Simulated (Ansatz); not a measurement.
# ClFHNbO2: how energies converge with the basis set

Aim: see how fast density functionals converge with the basis set for ClFHNbO2.

Program: Ansatz 0.2.0, Gaussian basis. Level of theory: one geometry, several basis sets. These are calculated values, not measurements.

Levels to be run: PBE0-D4/def2-SVP; ωB97M-V/def2-SVP; PBE0-D4/def2-QZVPP; ωB97M-V/def2-QZVPP; the functionals' def2-TZVPP values are taken from earlier runs.

## 1. The geometry

All runs share one geometry, relaxed beforehand with PBE0-D4 in a triple-zeta def2 set. Nb takes the def2 core potential; no spin-orbit term is included.

SMILES `[O]=[Nb]([OH])([F])[Cl]`, 6 atoms, charge 0, spin multiplicity 1.

Atoms are counted from 1 here; the program's logs count them from 0.

Bond lengths: O1–Nb2 1.684 Å, Nb2–O3 1.874 Å, Nb2–F4 1.863 Å, Nb2–Cl5 2.296 Å, O3–H6 0.960 Å. Angles: O1–Nb2–O3 107.7°, O1–Nb2–F4 108.3°, O1–Nb2–Cl5 108.5°, O3–Nb2–F4 110.4°, O3–Nb2–Cl5 110.2°, F4–Nb2–Cl5 111.7°, Nb2–O3–H6 130.4°.

## 2. PBE0-D4 in def2-SVP

File in.yaml:

```yaml
crystal:
  periodic: [false, false, false]
  atoms:
    - {symbol: O, position_ang: [-1.513086, -0.185664, 0.894745]}
    - {symbol: Nb, position_ang: [-0.314607, 0.041754, -0.266599]}
    - {symbol: O, position_ang: [1.329411, -0.396988, 0.519096]}
    - {symbol: F, position_ang: [-0.669562, -1.089936, -1.703366]}
    - {symbol: Cl, position_ang: [-0.326389, 2.247885, -0.902095]}
    - {symbol: H, position_ang: [1.536233, -0.681052, 1.412120]}
basis:
  gaussian: {orbitals: def2-SVP}
hamiltonian: {xc: pbe0, dispersion: d4}
output: {orbitals: {seedname: orbitals}}
```

Run with:

```
$ ansatz run in.yaml --threads 2 --pin off --events-out ev --progress --plain --max-ram 32768MiB --backend cpu
```

After this run come: ωB97M-V in def2-SVP; PBE0-D4 in def2-QZVPP; ωB97M-V in def2-QZVPP.

Before running them: what should the planned runs give, taken together? Wanted: PBE0-D4: double and triple zeta above quadruple; ωB97M-V: double and triple zeta above quadruple.

The runs gave:

| quantity | value |
| --- | --- |
| PBE0-D4: double and triple zeta above quadruple | 14.03, 0.83 eV |
| ωB97M-V: double and triple zeta above quadruple | 14.11, 0.79 eV |

In words: For PBE0-D4 the step from double to triple zeta gains 13.20 eV and the next only 0.83 eV. These are total energies; as a rule much of such shifts cancels in differences, which this series doesn't test.
